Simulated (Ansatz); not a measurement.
# HfO₂ (singlet): geometry optimisation

Where does this start of HfO₂ (singlet) end when it is relaxed?

Computed with Ansatz 0.2.0, Gaussian basis. Level: RKS PBE0/def2-SVP.

## Step 1: Starting geometry

3 atoms, charge 0, spin multiplicity 1.

Atoms are counted from 1 here; the program's logs count them from 0.

Bond lengths: O1–Hf2 1.784 Å, Hf2–O3 1.784 Å. Angles: O1–Hf2–O3 112.5°.

The start is a generated structure. Sticks and bond lists go by distance. No spin-orbit coupling is included. Elements past krypton take def2 core potentials. 

## Step 2: The run

in.yaml

```yaml
crystal:
  periodic: [false, false, false]
  atoms:
    - {symbol: O, position_ang: [0.694500, 1.285540, 0.417580]}
    - {symbol: Hf, position_ang: [0.334160, -0.459960, 0.337050]}
    - {symbol: O, position_ang: [-1.028660, -0.825580, -0.754630]}
basis:
  gaussian: {orbitals: def2-SVP}
hamiltonian: {xc: pbe0}
relax: {f_tol: 0.01, max_steps: 150}
```

Started as:

```console
$ ansatz run in.yaml --threads 1 --pin off --events-out ev --progress --plain --max-ram 24576MiB --backend cuda --devices 0, --max-vram 18GiB
```

**Question.** What will these runs give? Wanted: energy gained; shift from the start; total energy; dipole moment.

The runs gave:

| quantity | value |
| --- | --- |
| steps | 5 |
| energy gained | 0.033 eV |
| shift from the start (rms) | 0.053 Å |
| total energy | -5392.7552 eV |
| dipole moment | 7.94 D |

**Reading.** The bonds of the start are those of the end. O1–Hf2 went from 1.784 to 1.779 Å. No vibrations were run, so this is a stationary point, not a proven minimum, and this spin need not be the ground state's.
